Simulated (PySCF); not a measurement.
**Pb(OH)4: other functionals and bases at one geometry**

An exercise on one series of results from a longer session: the logs are not shown, and one member is left open.

Program: PySCF 2.14.0. Level of theory: several levels, as the steps say, no spin–orbit coupling. These are calculated values, not measurements.

3 further runs of the same task are left out: 1 for a known fault of the program, 1 that didn't finish, 1 set aside as unsound or not needed.

### Where the work starts

9 atoms, charge 0, spin multiplicity 1.

Bond lengths: Pb1–O2 2.095 Å, Pb1–O4 2.094 Å, Pb1–O6 2.095 Å, Pb1–O8 2.095 Å, O2–H3 0.972 Å, O4–H5 0.972 Å, O6–H7 0.972 Å, O8–H9 0.972 Å. Angles: O2–Pb1–O4 105.2°, O2–Pb1–O6 118.8°, O2–Pb1–O8 105.5°, O4–Pb1–O6 105.1°, O4–Pb1–O8 118.2°, O6–Pb1–O8 104.8°, Pb1–O2–H3 106.3°, Pb1–O4–H5 106.5°, Pb1–O6–H7 106.4°, Pb1–O8–H9 106.1°.

As a file:

```mol
H4O4Pb
  3D, bonds by distance, orders not assigned

  9  8  0  0  0  0  0  0  0  0999 V2000
    0.0451    0.4003    0.0010 Pb  0  0
    0.0258   -1.1093    1.4542 O   0  0
   -0.5489   -0.7902    2.1703 H   0  0
    0.3008   -0.5968   -1.8231 O   0  0
   -0.0158   -1.5058   -1.6880 H   0  0
    1.5700    1.8356    0.0587 O   0  0
    2.2840    1.5007   -0.5094 H   0  0
   -1.7234    1.4838    0.2973 O   0  0
   -1.5254    2.3997    0.0390 H   0  0
  1  2  8  0
  1  4  8  0
  1  6  8  0
  1  8  8  0
  2  3  8  0
  4  5  8  0
  6  7  8  0
  8  9  8  0
M  END
```

Formal oxidation states: Pb +4. An earlier session relaxed this geometry at r2SCAN, Pb def2-SVP with ECP60, O def2-SVP, H def2-SVP (singlet, point group C2).

At r2SCAN on the finer grid: E = -495.835621 Eh, HOMO -7.34 eV, LUMO -4.00 eV, Mulliken charge on Pb1 +1.04 e, largest force component 0.010 eV/Å. 

Levels to run: wB97X; CAM-B3LYP; HF; BP86; r2SCAN, TZVP; r2SCAN, x2c-SVP. Hardware: 2 threads of Arm Neoverse V1, shared host.

Set-up of the first run:

Input file run.py (the lines that set the calculation):

```python
mol = gto.M(atom='''
Pb     0.04509     0.40026     0.00099
O      0.02583    -1.10932     1.45420
H     -0.54893    -0.79021     2.17034
O      0.30077    -0.59675    -1.82311
H     -0.01581    -1.50577    -1.68797
O      1.57002     1.83563     0.05870
H      2.28404     1.50068    -0.50941
O     -1.72340     1.48385     0.29732
H     -1.52536     2.39968     0.03896''',
    basis={'Pb': 'def2-SVP', 'O': 'def2-SVP', 'H': 'def2-SVP'},
    ecp={'Pb': 'def2-SVP'},
    charge=0, spin=0)
mf = dft.RKS(mol, xc='WB97X')
mf.grids.atom_grid = (75, 302)
mf = mf.density_fit()  # fitting sets: Pb def2-universal-JKFIT, O def2-universal-JKFIT, H def2-universal-JKFIT
mf.conv_tol = 1e-08; mf.max_cycle = 55
mf.kernel(dm0)  # dm0: the density of the relaxed state
```

Run with:

```bash
$ OMP_NUM_THREADS=2 python run.py
```

Among the steps run: wB97X; CAM-B3LYP; HF; BP86; r2SCAN, TZVP; r2SCAN, x2c-SVP.

One table of the session follows, with a row left open; its other results are not shown here.

```
                level  HOMO (eV)  gap (eV)  charge on Pb1 (e)  dipole (D)  largest force component (eV/Å)
r2SCAN (relaxed here)      -7.34      3.33               1.04        0.08                            0.01
                wB97X     -11.01      9.81               1.09        0.09                            0.58
            CAM-B3LYP      -9.99      7.75               1.04        0.09                            0.51
                   HF          ?         ?                  ?           ?                               ?
                 BP86      -6.95      2.84               0.88        0.08                            0.45
         r2SCAN, TZVP      -7.68      3.33               1.24        0.08                            0.42
      r2SCAN, x2c-SVP      -7.32      3.27               1.11        0.08                            0.25
```

**Question.** Estimate the row for HF.

As computed: HOMO (eV): -12.67; gap (eV): 12.95; charge on Pb1 (e): 1.58; dipole (D): 0.10; largest force component (eV/Å): 1.54. In the column «HOMO (eV)» it is the lowest.

In one basis the HOMO–LUMO gap runs from 2.84 eV (BP86) to 12.95 eV (HF). The largest leftover force, 1.54 eV/Å with HF, stands at a geometry relaxed at another level. Total energies of different levels can't be compared.
